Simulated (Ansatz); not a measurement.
The system is HPbNO4.

```
H Pb N O
1.0
     3.85707    0.00178   -0.03658
     0.17353    4.33436   -0.01647
     0.75803    0.83873    5.87662
H Pb N O
1 1 1 4
Direct
  0.61511 0.89559 0.19844
  0.64597 0.44651 0.91685
  0.71474 0.23810 0.50058
  0.16958 0.47007 0.77768
  0.62919 0.97045 0.49845
  0.56424 0.92583 0.03849
  0.78022 0.42250 0.31951
```

The cell was built by a generator and needn't be a form met in nature.

Program: Ansatz 0.2.0. Alike in all runs: potentials or basis Ansatz PAW; cell as given; smearing fermi-dirac 0.05 eV.

Question: Order these runs on this cell by their pressure, lowest first.
A. level PBE0; spin off; k mesh 3 × 3 × 2; cutoff (eV) 420; mesh quality coarse
B. level r2SCAN0; spin off; k mesh 3 × 3 × 2; cutoff (eV) 500; mesh quality coarse
C. level r2SCAN; spin off; k mesh 7 × 6 × 5; cutoff (eV) 500; points for each segment of the path 10; mesh quality not flagged
D. level PBE; spin SOC, no magnetisation; k mesh 5 × 5 × 4; cutoff (eV) 420; points for each segment of the path 10; mesh quality not flagged
E. level revPBE; spin off; k mesh 7 × 6 × 5; cutoff (eV) 420; points for each segment of the path 10; mesh quality not flagged

Answer: B (-9.2 GPa), A (-6.6 GPa), C (-4.2 GPa), D (-0.2 GPa), E (2.1 GPa).

Caveats: some runs use coarse meshes; the PAW data sets come from PBE, with cores solved anew for the run's functional, which leaves a small shift of forces and pressure (some runs); the thresholds are loose for stress (some runs).
